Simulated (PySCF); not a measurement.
# SiSb−: bond curves at several levels of theory

An exercise on one series of results from a longer session: the logs are not shown, and one member is left open.

Program: PySCF 2.14.0. Level of theory: Si def2-SVPD, Sb def2-SVPD with ECP28, scalar-relativistic core potentials. These are calculated values, not measurements.

3 further runs of the same task are left out: 3 set aside as unsound or not needed.

Set-up of the first run:

The job is set up so:

```json
{
 "atoms": "Si, Sb",
 "charge": "-1",
 "basis": "Si def2-SVPD, Sb def2-SVPD with ECP28",
 "Hamiltonian": "scalar-relativistic core potentials",
 "basis functions": "56",
 "electrons treated": "38",
 "masses in u": "27.9769, 120.9038",
 "levels": "PBE0, PBE, r²SCAN, PBEsol, M06-L, revPBE, HSE06, HF, MP2, SCS-MP2, CCSD, CCSD(T)",
 "grid": "80 radial by 434 angular points",
 "occupations": "held fixed by the projection of orbital angular momentum",
 "dissociation limit": "Si− + Sb, each in its ground configuration",
 "starting distance in angstrom": "2.580",
 "values of 2S to try": "0, 2, 4"
}
```

On the command line:

```bash
$ OMP_NUM_THREADS=1 python dia.py task.json out
```

Steps of the session up to this table: Set-up; First curve: PBE0; PBE; r²SCAN; PBEsol; M06-L; revPBE; HSE06 (range-separated hybrid); RHF; Correlated methods on the Hartree–Fock reference.

One table of the session follows, with a row left open; its other results are not shown here.

It belongs to the step «The curves together». Energy (eV) from each level's lowest point:

| R (Å) | RHF | RHF-MP2 | RHF-SCS-MP2 | RHF-CCSD | RHF-CCSD(T) |
| --- | --- | --- | --- | --- | --- |
| 1.981 | 1.407 | 1.760 | 1.749 | n/a | n/a |
| 2.074 | 0.581 | 0.854 | 0.844 | 0.785 | 0.866 |
| 2.166 | 0.145 | 0.323 | 0.315 | 0.273 | 0.328 |
| 2.235 | 0.010 | 0.108 | 0.101 | 0.076 | 0.109 |
| 2.304 | 0.000 | 0.009 | 0.006 | 0.000 | 0.009 |
| 2.373 | ? | ? | ? | ? | ? |
| 2.465 | 0.317 | 0.089 | 0.095 | 0.149 | 0.093 |
| 2.580 | 0.731 | 0.309 | 0.324 | 0.433 | 0.322 |
| 2.719 | 1.337 | 0.663 | 0.690 | 0.875 | 0.687 |
| 2.903 | 2.225 | 1.217 | 1.261 | n/a | n/a |

Q: Estimate the row for R (Å) = 2.373 from the others.

Worked estimate for «RHF». A straight line through the neighbours (2.304, 0.000) and (2.465, 0.317) gives 0.000 + (0.317 − 0.000) × (2.373 − 2.304) / (2.465 − 2.304) = 0.136; a parabola fitted to 4 rows on both sides gives 0.096.

**Answer.** RHF: 0.087; RHF-MP2: 0.000; RHF-SCS-MP2: 0.000; RHF-CCSD: 0.018; RHF-CCSD(T): 0.000. In «RHF» the line misses by +0.049 and the parabola by +0.009.
